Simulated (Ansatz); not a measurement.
# GaAsH+ (triplet): the correlation ladder, cc-pVTZ

An exercise on one series of results from a longer session: the logs are not shown, and one member is left open.

Method: cc-pVTZ, core rule «outside noble gas», up to 28 orbitals frozen; program: Ansatz 0.2.0, Gaussian basis.

Plan: UHF; CCSD(T) on ROHF; CCSD(T) on UHF; BCCD(T) on ROHF; CCSDT(Q) on ROHF; CCSDT(Q) on UHF.

10 further runs of the same task are left out: 5 for a known fault of the program, 5 set aside as unsound or not needed.

## The system

The geometry is a PBE0/def2-TZVP stationary point (not a proven minimum) of the parent state, kept for this charge and spin. No spin-orbit coupling is included. The filled d shell of Ga, As may be among the frozen orbitals whatever the setting's name suggests; the logs give the count.

3 atoms, charge 1, spin multiplicity 3.

Atoms are counted from 1 here; the program's logs count them from 0.

Bond lengths: Ga1–As2 2.222 Å, Ga1–H3 1.556 Å. Angles: As2–Ga1–H3 180.0°.

Set-up of the first run:

File in.yaml:

```yaml
crystal:
  periodic: [false, false, false]
  atoms:
    - {symbol: Ga, position_ang: [0.000000, 0.000000, 0.222200]}
    - {symbol: As, position_ang: [0.000000, 0.000000, -2.000200]}
    - {symbol: H, position_ang: [0.000000, 0.000000, 1.778000]}
basis:
  gaussian: {orbitals: cc-pVTZ}
total_charge: 1
magnetization: {spin_polarized: true, initial_magnetization: 2}
hamiltonian: {xc: hf}
output: {orbitals: {seedname: orbitals}}
```

Launch:

```sh
> ansatz run in.yaml --threads 1 --pin off --events-out ev --progress --plain --max-ram 4096MiB --backend cpu
```

Steps of the session up to this table: UHF; CCSD(T) on ROHF; CCSD(T) on UHF; BCCD(T) on ROHF; CCSDT(Q) on ROHF; CCSDT(Q) on UHF.

One table of the session follows, with a row left open; its other results are not shown here.

| method | from UCCSDT(Q) (meV) |
| --- | --- |
| ROHF | +4639.6 |
| UHF | ? |
| RMP2 | +911.0 |
| UMP2 | +935.8 |
| RCCSD | +211.0 |
| UCCSD | +198.2 |
| RCCSD(T) | +45.9 |
| UCCSD(T) | +37.9 |
| BCCD(T) | +45.9 |
| RCCSDT | +15.9 |
| UCCSDT | +7.0 |
| RCCSDT(Q) | +8.9 |
| UCCSDT(Q) | 0 |

Estimate the missing values for UHF.

The run gave: from UCCSDT(Q) (meV): +4504.8. In the column «from UCCSDT(Q) (meV)» it lies between UMP2 (+935.8) and ROHF (+4639.6).

Caveats from the session: Restricted and unrestricted rows rest on different reference determinants; where their highest levels disagree by more than a few hundredths of an eV, they describe different states and don't form one ladder.
